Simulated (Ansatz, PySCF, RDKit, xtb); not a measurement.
# AlSiH2ClF: from the formula to a structure, part 2 of 2

Given the formula AlSiH2ClF (odd number of electrons) and nothing else, which arrangement of the atoms is the most stable in the gas at 298.15 K, and what are its properties?

xtb, Ansatz and PySCF; isolated molecules.

## 11. c452a at MP2/def2-TZVPP

Input file input.yaml:

```yaml
crystal:
  periodic: [false, false, false]
  atoms:
    - {symbol: Al, position_ang: [0.736401, 0.040035, -0.548491]}
    - {symbol: Cl, position_ang: [1.193413, -1.962662, -0.960018]}
    - {symbol: F, position_ang: [-0.347955, 0.802679, -1.551883]}
    - {symbol: Si, position_ang: [1.794361, 1.230037, 1.197744]}
    - {symbol: H, position_ang: [1.329424, 2.574520, 1.639048]}
    - {symbol: H, position_ang: [2.600945, 0.526644, 2.233758]}
basis:
  gaussian: {orbitals: def2-TZVPP}
magnetization: {spin_polarized: true, initial_magnetization: 1}
correlation: {method: mp2, frozen_orbitals: {Si: 5, F: 1, Al: 5, Cl: 5, H: 0}}
```

The run is started by

```console
$ ansatz run input.yaml --threads 1 --pin off --max-ram 2610MiB --events-out events.jsonl --progress --plain --runs-dir runs
```

Output:

```text
Warning: RAYON_NUM_THREADS=1 ignored (pool sized by the plan → 1); use --threads N
Functional definition: HF
  name "HF"
  exchange = exact_x
  correlation = 0
1108 factors; integrals over basis functions are off by at most 9.9e-4 eV
mean field evaluation 1: about -29689.1347 eV, gradient 2.4e1 eV
mean field evaluation 2: about -29689.1382 eV, gradient 2.4e1 eV
mean field evaluation 4: about -29691.7730 eV, gradient 2.1e0 eV
mean field evaluation 8: about -29691.8365 eV, gradient 1.4e-1 eV
mean field -29691.83703850 eV, -1091.1548853148 hartree, gradient 9.5e-7 eV, S^2 0.767893; 0 other end points of the search recorded, 0 dependent functions left out
16 core orbitals not correlated: weight in the atoms' cores, before any rotation towards them, 1.000 or more for the frozen orbitals, at most 0.000 for the correlated occupied ones
reference -29691.83703850 eV, -1091.1548853148 hartree; 12, 11 occupied and 157, 158 virtual orbitals, 1108 factors
second order -16.62395463 eV of doubles, -0.00000000 eV of singles
Total energy: -29708.46099312 eV, -1091.7658043792 hartree
```

Wall time 4.8 s (1 thread of Intel Xeon 6975P-C (Granite Rapids), shared host).

## 12. c452ar at CCSD(T)/def2-SVP

Input file input.yaml:

```yaml
crystal:
  periodic: [false, false, false]
  atoms:
    - symbol: Al
      position_ang: [2.137267, -0.883645, -0.301300]
    - symbol: Cl
      position_ang: [0.924526, -1.850854, -1.753097]
    - symbol: F
      position_ang: [-0.274820, 1.584269, 0.325196]
    - symbol: Si
      position_ang: [1.218765, 1.147909, 0.829724]
    - symbol: H
      position_ang: [2.142276, 2.304899, 0.602591]
    - symbol: H
      position_ang: [1.158575, 0.908673, 2.307046]
basis:
  gaussian:
    orbitals: def2-SVP
magnetization:
  spin_polarized: true
  initial_magnetization: 1
correlation:
  method: ccsd_t
  frozen_orbitals: {Si: 5, F: 1, Al: 5, Cl: 5, H: 0}
scf:
  omitted_lower_state_checks: [cluster_reference]
```

The run is started by

```console
$ ansatz run input.yaml --threads 1 --pin off --max-ram 2610MiB --events-out events.jsonl --progress --plain --runs-dir runs
```

Output, shortened:

```text
Warning: RAYON_NUM_THREADS=1 ignored (pool sized by the plan → 1); use --threads N
[... 2 set-up lines as earlier in the session ...]
[...]
714 factors; integrals over basis functions are off by at most 1.0e-3 eV
[...]
mean field -29678.15224927 eV, -1090.6519785864 hartree, gradient 5.0e-6 eV, S^2 0.761920; 0 other end points of the search recorded, 0 dependent functions left out
16 core orbitals not correlated: weight in the atoms' cores, before any rotation towards them, 1.000 or more for the frozen orbitals, at most 0.000 for the correlated occupied ones
reference -29678.15224927 eV, -1090.6519785864 hartree; 12, 11 occupied and 50, 51 virtual orbitals, 714 factors
second order -12.26422215 eV of doubles, -0.00000000 eV of singles
cycle   1  -12.90122348 eV  change   -6.4e-1 eV  update   9.1e-2
[...]
cycle  11  -13.32778262 eV  change    9.8e-6 eV  update   2.1e-5
perturbative correction -0.27122199 eV, -0.0099672244 hartree
Total energy: -29691.75125388 eV, -1091.1517327881 hartree
Checks for a lower state left out: cluster_reference
```

It took 6.3 s on 1 thread of Intel Xeon 6975P-C (Granite Rapids), shared host.

## 13. Putting it together

Energies in kcal/mol from c452a; G adds the thermal terms to the CCSD(T)/def2-SVP + MP2/def2-TZVPP - MP2/def2-SVP energy. The columns left of the relaxed level are at the tight-binding geometries, except for labels with r, relaxed at the screening level.

| label | SMILES | spin | r2SCAN-D4/def2-SVP | r2SCAN-D4/def2-SVP, relaxed | HF/def2-SVP | MP2/def2-SVP | CCSD(T)/def2-SVP + MP2/def2-TZVPP - MP2/def2-SVP | G | share at equilibrium | T1 |
| --- | --- | --- | --- | --- | --- | --- | --- | --- | --- | --- |
| c452a | [F][Al]([SiH2])[Cl] | doublet | 0.0 | 0.0 | 0.0 | 0.0 | 0.0 | 0.0 | 100.0 % | 0.013 |
| c452ar | F[SiH2][Al][Cl] | doublet | 17.3 | 19.9 | 17.7 | 20.5 | 15.1 | 16.0 | < 0.1 % | 0.015 |
| c995ar | [F][Al][SiH2]Cl | doublet | 18.6 | 21.1 | 20.9 | 21.5 | 17.2 | 17.7 | < 0.1 % | 0.016 |

Lowest found: c452a, `[F][Al]([SiH2])[Cl]`, a doublet of point group C1. Bond lengths: Al1–Cl2 2.095 Å, Al1–F3 1.663 Å, Al1–Si4 2.363 Å, Si4–H5 1.489 Å, Si4–H6 1.490 Å. Angles: Cl2–Al1–F3 117.5°, Cl2–Al1–Si4 121.9°, F3–Al1–Si4 120.5°, Al1–Si4–H5 122.3°, Al1–Si4–H6 121.2°, H5–Si4–H6 112.9°.

```xyz
6

Al    0.7364    0.0400   -0.5485
Cl    1.1934   -1.9627   -0.9600
F    -0.3480    0.8027   -1.5519
Si    1.7944    1.2300    1.1977
H     1.3294    2.5745    1.6390
H     2.6009    0.5266    2.2338
```

## 14. Density, orbitals and dipole (PBE0/def2-TZVPD)

Input file input.yaml:

```yaml
basis:
  gaussian: {orbitals: def2-TZVPD}
crystal:
  periodic: [false, false, false]
  atoms:
    - symbol: Al
      position_ang: [0.736401, 0.040035, -0.548491]
    - symbol: Cl
      position_ang: [1.193413, -1.962662, -0.960018]
    - symbol: F
      position_ang: [-0.347955, 0.802679, -1.551883]
    - symbol: Si
      position_ang: [1.794361, 1.230037, 1.197744]
    - symbol: H
      position_ang: [1.329424, 2.574520, 1.639048]
    - symbol: H
      position_ang: [2.600945, 0.526644, 2.233758]
magnetization: {spin_polarized: true, initial_magnetization: 1}
hamiltonian: {xc: pbe0}
output: {forces: true, orbitals: {seedname: orbitals}}
```

The run is started by

```console
$ ansatz run input.yaml --threads 1 --pin off --max-ram 2610MiB --events-out events.jsonl --progress --plain --runs-dir runs
```

Output, shortened:

```text
Warning: RAYON_NUM_THREADS=1 ignored (pool sized by the plan → 1); use --threads N
Functional definition: PBE0
  name "PBE0"
[...]
1197 factors; their error is unknown
[...]
mean field -29738.48332043 eV, -1092.8691045578 hartree, gradient 1.5e-5 eV, S^2 0.756612; 0 other end points of the search recorded, 0 dependent functions left out
[...]
reference -29738.48336673 eV, -1092.8691062593 hartree; 28, 27 occupied and 162, 163 virtual orbitals, 1197 factors
Total energy: -29738.48336673 eV, -1092.8691062593 hartree
Atom 0 at     0.736401     0.040035    -0.548491 Å, force    -0.319079     0.062317    -0.342103 eV/Å
Atom 1 at     1.193413    -1.962662    -0.960018 Å, force    -0.026876     0.158073     0.037077 eV/Å
Atom 2 at    -0.347955     0.802679    -1.551883 Å, force     0.347518    -0.221351     0.323958 eV/Å
Atom 3 at     1.794361     1.230037     1.197744 Å, force     0.044599     0.056117     0.090922 eV/Å
Atom 4 at     1.329424     2.574520     1.639048 Å, force     0.037189    -0.123342    -0.025691 eV/Å
Atom 5 at     2.600945     0.526644     2.233758 Å, force    -0.083352     0.068186    -0.084163 eV/Å
Dipole moment:     0.203094     0.172599     0.348136 e Å
```

Run time: 10 s. Hardware: 1 thread of Intel Xeon 6975P-C (Granite Rapids), shared host; peak memory 0.56 GiB.

## 15. Frequencies after a tight-binding relaxation (GFN2-xTB)

Input file start.xyz:

```xyz
6
c452a
Al     0.736401     0.040035    -0.548491
Cl     1.193413    -1.962662    -0.960018
F     -0.347955     0.802679    -1.551883
Si     1.794361     1.230037     1.197744
H      1.329424     2.574520     1.639048
H      2.600945     0.526644     2.233758
```

The run is started by

```console
$ xtb start.xyz --gfn 2 --ohess tight --uhf 1
```

Output, shortened:

```text
* xtb version 6.7.1
[...]
          :  # basis functions                  36          :
[...]
          :  # electrons                        23          :
[...]
          :  Hamiltonian                  GFN2-xTB          :
[...]
          :  net charge                          0          :
          :  unpaired electrons                  1          :
[...]
   *** convergence criteria satisfied after 15 iterations ***
[...]
   *** GEOMETRY OPTIMIZATION CONVERGED AFTER 30 ITERATIONS ***
[...]
   *** convergence criteria satisfied after 3 iterations ***
[...]
         ::                     SUMMARY                     ::
         :::::::::::::::::::::::::::::::::::::::::::::::::::::
         :: total energy             -13.213663250144 Eh    ::
         :: gradient norm              0.000242990061 Eh/a0 ::
         :: HOMO-LUMO gap              1.837126978016 eV    ::
         ::.................................................::
         :: SCC energy               -13.262669162369 Eh    ::
         :: -> isotropic ES            0.046287065797 Eh    ::
         :: -> anisotropic ES         -0.000091159298 Eh    ::
         :: -> anisotropic XC         -0.003429144236 Eh    ::
         :: -> dispersion             -0.003695388704 Eh    ::
         :: repulsion energy           0.049005912225 Eh    ::
         :: add. restraining           0.000000000000 Eh    ::
         :: total charge               0.000000000000 e     ::
         :::::::::::::::::::::::::::::::::::::::::::::::::::::
[...]
        12        1.0000           -0.3050937              -8.3020 (HOMO)
        13                         -0.2375804              -6.4649 (LUMO)
[...]
     #   Z          covCN         q      C6AA      α(0)
     1  13 Al       2.353     0.294   105.268    21.664
     2  17 Cl       0.769    -0.180   104.630    15.647
     3   9 F        0.672    -0.275    12.061     4.100
     4  14 Si       2.741     0.328   182.499    29.667
     5   1 H        0.915    -0.079     4.897     3.461
     6   1 H        0.914    -0.088     5.148     3.549
[...]
          | TOTAL ENERGY              -13.213663250155 Eh   |
          | TOTAL ENTHALPY            -13.187476952574 Eh   |
          | TOTAL FREE ENERGY         -13.227713806186 Eh   |
          | GRADIENT NORM               0.000243060214 Eh/α |
[...]
```

Run time: 0.24 s. Hardware: 1 thread of Intel Xeon 6975P-C (Granite Rapids), shared host.

## 16. Electronic excitations (TD-PBE0/def2-SVPD)

Input file calc.py:

```python
from pyscf import gto, dft, tdscf

molecule = gto.M(
    atom='''
Al     0.736401     0.040035    -0.548491
Cl     1.193413    -1.962662    -0.960018
F     -0.347955     0.802679    -1.551883
Si     1.794361     1.230037     1.197744
H      1.329424     2.574520     1.639048
H      2.600945     0.526644     2.233758
''',
    max_memory=1860,
    spin=1,
    verbose=3,
    basis='def2-svpd',
)

ks = dft.UKS(molecule, xc='pbe0')
ks = ks.density_fit(auxbasis='def2-universal-jkfit')
ks.grids.level = 2
ks.max_cycle = 100
ks.kernel()
if not ks.converged:
    ks = ks.newton().run(ks.mo_coeff, ks.mo_occ)

energy = ks.e_tot
print('E = %.10f Eh' % energy)

td = ks.TDA()
td.nstates = 5
td.kernel()
td.analyze()
roots = td.e * 27.211386
osc = td.oscillator_strength()
print('state   eV      nm      f')
for i, (w, f) in enumerate(zip(roots, osc), 1):
    print('%3d %9.4f %8.1f %9.5f' % (i, w, 1239.842 / w, f))
```

The run is started by

```console
$ OMP_NUM_THREADS=1 python calc.py
```

Output:

```text
WARN: HOMO -0.174047358245496 >= LUMO -0.174047358245496

converged SCF energy = -1092.41604106002  <S^2> = 0.75569013  2S+1 = 2.0056821
E = -1092.4160410600 Eh
Excitation energies (eV)
[3.85585489 4.03819169 4.23514191 4.33663712 5.18223984]

** Excitation energies and oscillator strengths **
state   eV      nm      f
  1    3.8559    321.5   0.00492
  2    4.0382    307.0   0.00652
  3    4.2351    292.8   0.00298
  4    4.3366    285.9   0.13344
  5    5.1822    239.2   0.00021
```

It took 100 s on 1 thread of Intel Xeon 6975P-C (Granite Rapids), shared host; peak memory 0.55 GiB.

The roots found:

| excited state | energy (eV) | strength |
| --- | --- | --- |
| 1 | 3.856 | 0.0049 |
| 2 | 4.038 | 0.0065 |
| 3 | 4.235 | 0.0030 |
| 4 | 4.337 | 0.1334 |
| 5 | 5.182 | 0.0002 |

## 17. The cation at the same geometry (PBE0/def2-TZVPD)

Input file input.yaml:

```yaml
crystal:
  periodic: [false, false, false]
  atoms:
    - {symbol: Al, position_ang: [0.736401, 0.040035, -0.548491]}
    - {symbol: Cl, position_ang: [1.193413, -1.962662, -0.960018]}
    - {symbol: F, position_ang: [-0.347955, 0.802679, -1.551883]}
    - {symbol: Si, position_ang: [1.794361, 1.230037, 1.197744]}
    - {symbol: H, position_ang: [1.329424, 2.574520, 1.639048]}
    - {symbol: H, position_ang: [2.600945, 0.526644, 2.233758]}
basis:
  gaussian:
    orbitals: def2-TZVPD
total_charge: 1
hamiltonian:
  xc: pbe0
```

The run is started by

```console
$ ansatz run input.yaml --threads 1 --pin off --max-ram 2610MiB --events-out events.jsonl --progress --plain --runs-dir runs
```

Output:

```text
Warning: RAYON_NUM_THREADS=1 ignored (pool sized by the plan → 1); use --threads N
[... 2 set-up lines as earlier in the session ...]
  parameter a = 0.25
  parameter kappa = 0.804
  parameter beta = 0.06672455060314922
  exchange = (1 - a)*pbe_x(kappa = kappa, mu = beta*pi^2/3) + a*exact_x
  correlation = pbe_c(beta = beta)
1197 factors; their error is unknown
mean field evaluation 1: about -29721.0803 eV, gradient 7.4e1 eV
mean field evaluation 2: about -29586.0368 eV, gradient 2.3e2 eV
mean field evaluation 4: about -29729.3272 eV, gradient 1.6e1 eV
mean field evaluation 8: about -29729.8072 eV, gradient 1.7e-1 eV
mean field evaluation 16: about -29729.8592 eV, gradient 7.2e-5 eV
mean field -29729.85923744 eV, -1092.5521753535 hartree, gradient 7.2e-5 eV, S^2 0.000000; 0 other end points of the search recorded, 0 dependent functions left out
reference -29729.85928087 eV, -1092.5521769497 hartree; 27, 27 occupied and 163, 163 virtual orbitals, 1197 factors
Total energy: -29729.85928087 eV, -1092.5521769497 hartree
```

Run time: 3.9 s. Hardware: 1 thread of Intel Xeon 6975P-C (Granite Rapids), shared host.

Difference from the parent: 8.62 eV. Only this spin of the product was run; a higher spin can lie lower.

## 18. The anion at the same geometry (PBE0/def2-TZVPD)

Changes to input.yaml since step 17:

```diff
@@ -12,4 +12,6 @@
     orbitals: def2-TZVPD
-total_charge: 1
+total_charge: -1
 hamiltonian:
   xc: pbe0
+scf:
+  lower_state_search: off
```

The run is started by

```console
$ ansatz run input.yaml --threads 1 --pin off --max-ram 2610MiB --events-out events.jsonl --progress --plain --runs-dir runs
```

Output, shortened:

```text
Warning: RAYON_NUM_THREADS=1 ignored (pool sized by the plan → 1); use --threads N
[... 2 set-up lines as earlier in the session ...]
[...]
1197 factors; their error is unknown
[...]
mean field -29740.16624083 eV, -1092.9309507417 hartree, gradient 4.5e-6 eV, S^2 0.000000; 0 other end points of the search recorded, 0 dependent functions left out
reference -29740.16628639 eV, -1092.9309524160 hartree; 28, 28 occupied and 162, 162 virtual orbitals, 1197 factors
Total energy: -29740.16628639 eV, -1092.9309524160 hartree
Checks for a lower state left out: stability, starts, cluster_reference, orbital_swaps, neighbouring_geometries, increment
```

Run time: 3.3 s. Hardware: 1 thread of Intel Xeon 6975P-C (Granite Rapids), shared host.

Parent less the species with the added electron: 1.68 eV.

## 19. The quartet at the same geometry (PBE0/def2-TZVPD)

Changes to input.yaml since step 18:

```diff
@@ -12,6 +12,6 @@
     orbitals: def2-TZVPD
-total_charge: -1
+magnetization:
+  spin_polarized: true
+  initial_magnetization: 3
 hamiltonian:
   xc: pbe0
-scf:
-  lower_state_search: off
```

The run is started by

```console
$ ansatz run input.yaml --threads 1 --pin off --max-ram 2610MiB --events-out events.jsonl --progress --plain --runs-dir runs
```

Output, shortened:

```text
Warning: RAYON_NUM_THREADS=1 ignored (pool sized by the plan → 1); use --threads N
[... 7 set-up lines as earlier in the session ...]
1197 factors; their error is unknown
mean field evaluation 1: about -29729.5595 eV, gradient 2.9e1 eV
mean field evaluation 2: about -29704.8216 eV, gradient 8.4e1 eV
mean field evaluation 4: about -29732.4069 eV, gradient 3.3e0 eV
mean field evaluation 8: about -29732.5417 eV, gradient 2.9e-1 eV
mean field evaluation 16: about -29732.6179 eV, gradient 7.4e-2 eV
mean field evaluation 32: about -29732.6319 eV, gradient 1.3e-5 eV
mean field evaluation 64: about -29732.6061 eV, gradient 2.6e-6 eV
mean field -29732.63185169 eV, -1092.6540670479 hartree, gradient 3.8e-6 eV, S^2 3.756432; 8 other end points of the search recorded, 0 dependent functions left out
reference -29732.63191184 eV, -1092.6540692583 hartree; 29, 26 occupied and 161, 164 virtual orbitals, 1197 factors
Total energy: -29732.63191184 eV, -1092.6540692583 hartree
```

Wall time 69 s (1 thread of Intel Xeon 6975P-C (Granite Rapids), shared host); peak memory 0.82 GiB.

It lies 5.85 eV above the doublet.

## 20. Stability of the SCF solution (PBE0/def2-SVP)

Input file input.xyz:

```xyz
6

Al     0.736401     0.040035    -0.548491
Cl     1.193413    -1.962662    -0.960018
F     -0.347955     0.802679    -1.551883
Si     1.794361     1.230037     1.197744
H      1.329424     2.574520     1.639048
H      2.600945     0.526644     2.233758
```

Input file job.py:

```python
from pyscf import gto, dft

mol = gto.M(
    atom='input.xyz',
    basis='def2-svp',
    max_memory=1860,
    spin=1,
    verbose=3,
    charge=0,
)

myscf = dft.UKS(mol, xc='pbe0')
myscf = myscf.density_fit(auxbasis='def2-universal-jkfit')
myscf.max_cycle = 100
myscf.grids.level = 3
myscf.kernel()
if not myscf.converged:
    myscf = myscf.newton().run(myscf.mo_coeff, myscf.mo_occ)

e_tot = myscf.e_tot
print(f'total energy: {e_tot:.8f} hartree')
mo_i, mo_e, stable_i, stable_e = myscf.stability(internal=True, external=True, return_status=True)
print('stable: internal', stable_i, 'external', stable_e)
```

The run is started by

```console
$ OMP_NUM_THREADS=1 python job.py
```

Output:

```text
WARN: HOMO -0.174160690820259 >= LUMO -0.174160690820259

converged SCF energy = -1092.39560947156  <S^2> = 0.75525008  2S+1 = 2.0052432
total energy: -1092.39560947 hartree
<class 'pyscf.df.df_jk.DFUKS'> wavefunction is stable in the internal stability analysis
<class 'pyscf.df.df_jk.DFUKS'> wavefunction is stable in the real -> complex stability analysis
<class 'pyscf.df.df_jk.DFUKS'> wavefunction has an UHF/UKS -> GHF/GKS instability
stable: internal True external False
```

Run time: 83 s. Hardware: 1 thread of Intel Xeon 6975P-C (Granite Rapids), shared host.

The stability test raises a flag; for an open shell a flag towards a general spinor solution can be the free rotation of the spin.

## 21. Summary of results

This closing draws on all 2 parts.

| quantity | value |
| --- | --- |
| lowest structure found | [F][Al]([SiH2])[Cl], doublet, C1 |
| next finalist | F[SiH2][Al][Cl], doublet, 16.0 kcal/mol higher in G |
| share at equilibrium, among the finalists | 100.0 % |
| funnel | 26 starts, 18 minima at GFN2-xTB, 10 screening runs, 4 rescued, 4 relaxed, 3 ranked |
| CPU time of all runs | 26 min |
| harmonic wavenumbers, lowest and highest (r2SCAN-D4/def2-SVP) | 102 and 2259 cm⁻¹ |
| rotational constants, same geometry | 0.1425, 0.06593, 0.0451 cm⁻¹ |
| dipole moment (PBE0/def2-TZVPD) | 2.11 D |
| HOMO energy (highest over α and β) (PBE0/def2-TZVPD) | -6.55 eV |
| LUMO energy (lowest over α and β) (PBE0/def2-TZVPD) | -3.30 eV |
| lowest excitation (TD-PBE0/def2-SVPD) | 3.86 eV (f = 0.005) |
| strongest of the states computed, same level | 4.34 eV (f = 0.133) |
| vertical ionisation energy (to the singlet cation) | 8.62 eV |
| vertical electron affinity | 1.68 eV |
| vertical quartet less doublet | +5.85 eV |

In words: `[F][Al]([SiH2])[Cl]` comes out lowest. Among the finalists first place is clear (16.0 kcal/mol); structures outside the list aren't covered. r2SCAN-D4/def2-SVP, r2SCAN-D4/def2-SVP, relaxed, HF/def2-SVP and MP2/def2-SVP already put its bonding pattern lowest among the structures in one piece. The largest share of the time went into recheck (22 %). 5 minima inside the window were never screened. The stability test raises a flag; for an open shell a flag towards a general spinor solution can be the free rotation of the spin. The search is not exhaustive (a finite list of starts, one conformer a finalist), so a lower isomer can't be ruled out. Patterns outside the rules of the enumeration were met only by chance.
